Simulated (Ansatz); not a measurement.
Task: a displacement scan with seeded SCF runs of TlBi, space group Pm-3m, with Ansatz 0.2.0 through its Python package. Give the script and its output. Use (first run): LDA, PAW, cutoff 470 eV, Gaussian smearing of 0.1 eV.

```xyz
2
Lattice="3.9917 0.0000 0.0000 0.0000 3.9917 0.0000 0.0000 0.0000 3.9917" Properties=species:S:1:pos:R:3 pbc="T T T"
Tl    0.0000    0.0000    0.0000
Bi    1.9959    1.9959    1.9959
```

`tlbi.py`
```python
# -*- coding: utf-8 -*-
"""Move one atom of TlBi step by step, each SCF seeded by the last."""

import warnings

import ansatz
import numpy as np
import pandas as pd


def main():
    warnings.simplefilter("ignore", ansatz.DeckWarning)

    lattice = ansatz.Lattice.of(
        (3.991709, 0.0, 0.0),
        (0.0, 3.991709, 0.0),
        (0.0, 0.0, 3.991709),
    )
    sites = [
        ("Tl", (0.0, 0.0, 0.0)),
        ("Bi", (0.5, 0.5, 0.5)),
    ]
    xtal = ansatz.Crystal(lattice=lattice)
    for symbol, position in sites:
        xtal = xtal.atom(symbol, position)

    start = np.array(xtal.resolved().sites[0].position)
    previous, rows = None, []
    for step in range(4):
        target = start + step * 0.005 * np.eye(3)[2]
        job = (
            xtal.move(0, to=target).calculation()
            .functional("LDA")
            .basis(470)  # plane waves up to this kinetic energy
            .kpoints(spacing=0.38)
            .pseudopotentials("paw")
            .occupations("gaussian", width=0.1)  # smearing steadies the SCF of a metal
            .forces()
        )
        session = job.session()
        if previous is not None:
            session.seed_next_step(previous)
        previous = session.plan(retain="density").execute()
        report = previous.report
        shift = float(np.linalg.norm((target - start) @ np.array(report["lattice"]["cell_ang"])))
        rows.append((step, shift, report["lagrangian_ev"], float(np.linalg.norm(report["forces_ev_ang"][0])), report["n_iterations"], report["n_symmetry_ops"]))
    rows = [(row[0], row[1], 1000 * (row[2] - rows[0][2]), *row[3:]) for row in rows]
    print(pd.DataFrame(rows, columns=["step", "moved A", "dE meV", "force on it eV/A", "iterations", "symmetry operations"]).round(4).to_string(index=False))


if __name__ == "__main__":
    main()
```

```console
$ python tlbi.py
 step  moved A  dE meV  force on it eV/A  iterations  symmetry operations
    0   0.0000  0.0000            0.0000           6                   48
    1   0.0200  0.1498            0.0149           4                    8
    2   0.0399  0.5962            0.0296           4                    8
    3   0.0599  1.3312            0.0438           4                    8
```

Notes:
- Spin-orbit coupling, which matters for elements this heavy, is left out.
- The structure comes from a database of computed cells and needn't be a stable or known phase.
- The first step keeps the crystal's symmetry; the moved atom lowers it.
- Hardware and time: 7.7 s on 1 thread of Arm Neoverse V1 (shared host), peak memory 0.43 GiB.

(A comment or docstring line of the script was reworded after the run, the code is as it ran; lines on the test bed's own set-up are left out of the output.)
